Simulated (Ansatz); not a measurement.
# HfSn3S8: the cost of one run

Method: DFT PBE, scalar-relativistic, plane waves, PAW, in Ansatz 0.2.0.

1 further run of the same task is left out (set aside as unsound or not needed).

## (1) The starting structure

Symmetry: R-3m, No. 166, trigonal system. The conventional cell has a = 7.470 Å, b = 7.470 Å, c = 18.144 Å, α = 90.00°, β = 90.00°, γ = 120.00°. Around Hf (site symmetry -3m) lie 6 S at 2.58 Å. Around Sn (site symmetry 2/m) lie 6 S at 2.60 to 2.61 Å. S (site symmetry 3m) has 3 Sn at 2.60 Å as nearest neighbours. Around S (site symmetry m) lie 1 Hf at 2.58 Å and 2 Sn at 2.61 Å.

Structure file:

```cif
data_structure
_symmetry_space_group_name_H-M 'R-3m:H'
_symmetry_Int_Tables_number 166
_cell_length_a 7.4701
_cell_length_b 7.4701
_cell_length_c 18.1438
_cell_angle_alpha 90.000
_cell_angle_beta 90.000
_cell_angle_gamma 120.000
_cell_volume 876.83
loop_
_atom_site_label
_atom_site_type_symbol
_atom_site_symmetry_multiplicity
_atom_site_Wyckoff_symbol
_atom_site_fract_x
_atom_site_fract_y
_atom_site_fract_z
_atom_site_occupancy
Hf1 Hf 3 b 0.33333 0.66667 0.16667 1
Sn1 Sn 9 e 0.50000 0.50000 0.00000 1
S1 S 6 c 0.33333 0.66667 0.41314 1
S2 S 18 h 0.49499 0.50501 0.25008 1
```

The cell was relaxed beforehand at this level, from a generated guess; it needn't be the stable form of this composition. At a tolerance of 0.02 Å it has space group R-3m (No. 166); it has 24.36 Å³/atom, an uncorrected energy of -0.63 eV/atom over the elements.

## (2) Bands, states and charges

Contents of input.yaml:

```yaml
crystal:
  lattice:
    - [3.7350647991, 2.1564406839, 6.0479167941]
    - [-3.7350647991, 2.1564406839, 6.0479167941]
    - [0.0, -4.3128813177, 6.0479168119]
  atoms:
    - { symbol: Hf, position: [0.5, 0.5, 0.5] }
    - { symbol: Sn, position: [0.5, 0.0, 0.5] }
    - { symbol: Sn, position: [0.5, 0.5, 0.0] }
    - { symbol: Sn, position: [0.0, 0.5, 0.5] }
    - { symbol: S, position: [0.746471, 0.746471, 0.746471] }
    - { symbol: S, position: [0.745069, 0.260102, 0.745069] }
    - { symbol: S, position: [0.745069, 0.745069, 0.260102] }
    - { symbol: S, position: [0.260102, 0.745069, 0.745069] }
    - { symbol: S, position: [0.253529, 0.253529, 0.253529] }
    - { symbol: S, position: [0.254931, 0.739898, 0.254931] }
    - { symbol: S, position: [0.254931, 0.254931, 0.739898] }
    - { symbol: S, position: [0.739898, 0.254931, 0.254931] }
basis:
  ecutwfc: 420
kpoints:
  mp_grid: { grid: [6, 6, 6] }
  band_path:
    path:
      - [[0.0, 0.0, 0.0], [0.5, 0.5, 0.5], [0.748577, 0.251423, 0.5]]
      - [[0.5, -0.251423, 0.251423], [0.5, 0.0, 0.0], [0.0, 0.0, 0.0], [0.3757115, -0.3757115, 0.0]]
      - [[0.6242885, 0.0, 0.3757115], [0.5, 0.0, 0.5], [0.0, 0.0, 0.0]]
    npoints: 10
hamiltonian:
  xc: pbe
scf:
  occupations: { method: gaussian, width: 0.02 }
  n_extra_bands: 30
output:
  forces: true
  stress: true
  eigenvalues: true
  populations: true
  dos: { projected: true, de: 0.02, nscf_kmesh: { grid: [9, 9, 9] } }
  bader: false
  write_density: true
  write_potential: true
  elf: true
  volumetric_format: npy
```

Launch:

```console
$ ansatz run input.yaml --threads 4 --pin off --max-ram 8192MiB --backend cpu --events-out ev --progress --plain --runs-dir out
```

What time and memory should one allow on 4 threads of AMD EPYC 9R45 (Zen 5), shared host?

About 21 s, with a peak of 1.8 GiB.
